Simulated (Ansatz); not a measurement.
# BF2HO: the cost of one run

Method: RKS PBE0-D4/def2-SVP, in Ansatz 0.2.0.

## (1) The structure to begin with

Bond lengths: B1–O2 1.410 Å, O2–H3 1.010 Å, B1–F4 1.320 Å, B1–F5 1.320 Å. Angles: B1–O2–H3 109.5°, O2–B1–F4 120.0°, O2–B1–F5 120.0°, F4–B1–F5 120.0°.

As a file:

```xyz
5

B     0.0000    0.0000    0.0000
O     0.0000    0.0000    1.4100
H    -0.9095   -0.2814    1.7471
F     1.1431    0.0000   -0.6600
F    -1.1431    0.0000   -0.6600
```

## (2) Preparing the start

input.yaml

```yaml
crystal:
  periodic: [false, false, false]
  atoms:
    - { symbol: B, position_ang: [0.0, 0.0, 0.0] }
    - { symbol: O, position_ang: [0.0, 0.0, 1.41] }
    - { symbol: H, position_ang: [-0.9095, -0.2814, 1.7471] }
    - { symbol: F, position_ang: [1.1431, 0.0, -0.66] }
    - { symbol: F, position_ang: [-1.1431, 0.0, -0.66] }
basis:
  gaussian: { orbitals: def2-SVP }
hamiltonian:
  xc: pbe0
  dispersion: d4
relax:
  f_tol: 0.02
  max_steps: 40
output:
  orbitals: {}
```

Run with:

```console
> ansatz run input.yaml --threads 1 --pin off --max-ram 2048MiB --backend cpu --events-out ev --progress --plain --runs-dir out
```

**Question.** How long does this run take on 1 thread of AMD EPYC 9R45 (Zen 5), shared host, and how much memory does it need?

About 5.6 s, with a peak of 0.14 GiB.
